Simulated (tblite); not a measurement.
# CH11N3O2Si3: the cost of one run

Programs: tblite 0.8.0 and PySCF 2.14.0, with density-fitted response routines of our own. Each step states its level of theory. These are calculated values for one molecule in the gas phase, unless marked as measured. Atoms are numbered from 0 throughout.

## (1) The molecule as given

20 atoms, charge 0, multiplicity 1; geometry from: force field or distance geometry start.

Bonds of the start (Å): N0–Si1 1.80, Si1–N2 1.77, Si1–N3 1.78, N3–Si4 1.78, N3–Si5 1.76, Si5–O6 1.73, O6–C7 1.39, C7–O8 1.25, N0–H9 1.06, N0–H10 1.03, Si1–H11 1.46, N2–H12 1.04, N2–H13 1.03, Si4–H14 1.47, Si4–H15 1.48, Si4–H16 1.48, Si5–H17 1.49, Si5–H18 1.49, C7–H19 1.08.

## (2) Relaxing the molecule with GFN2-xTB

The job: settings as JSON, then the geometry in Å.

```
{"job": {"kind": "relax", "xc": "GFN2-xTB", "basis": "xTB"}, "charge": 0, "multiplicity": 1}
N     -2.008800     2.050500     0.035900
Si    -1.618900     0.390900    -0.543100
N     -3.022000    -0.643800    -0.218900
N     -0.170500    -0.071500     0.377900
Si     0.121600    -1.824000     0.467900
Si     1.259000     0.892200     0.049300
O      2.396300     0.155500    -1.028000
C      3.749700     0.014700    -0.723900
O      4.201000     0.425100     0.367300
H     -2.840600     1.982500     0.691300
H     -2.261300     2.660500    -0.755900
H     -1.393500     0.493200    -1.980600
H     -3.189000    -1.372000    -0.948500
H     -3.064500    -1.027800     0.740100
H     -1.071900    -2.545800     0.005700
H      0.405300    -2.137100     1.890300
H      1.296200    -2.247500    -0.317900
H      1.971900     1.035300     1.351200
H      0.850900     2.242900    -0.421000
H      4.384100    -0.463000    -1.451900
```

Run with:

```console
> OMP_NUM_THREADS=1 python probes_run.py task.json out
```

This one command runs all jobs of the session in turn.

Q: Estimate the wall time and peak memory of this first job on 1 thread of Arm Neoverse V1, shared host.

About 2.1 s, with a peak of 0.18 GiB.
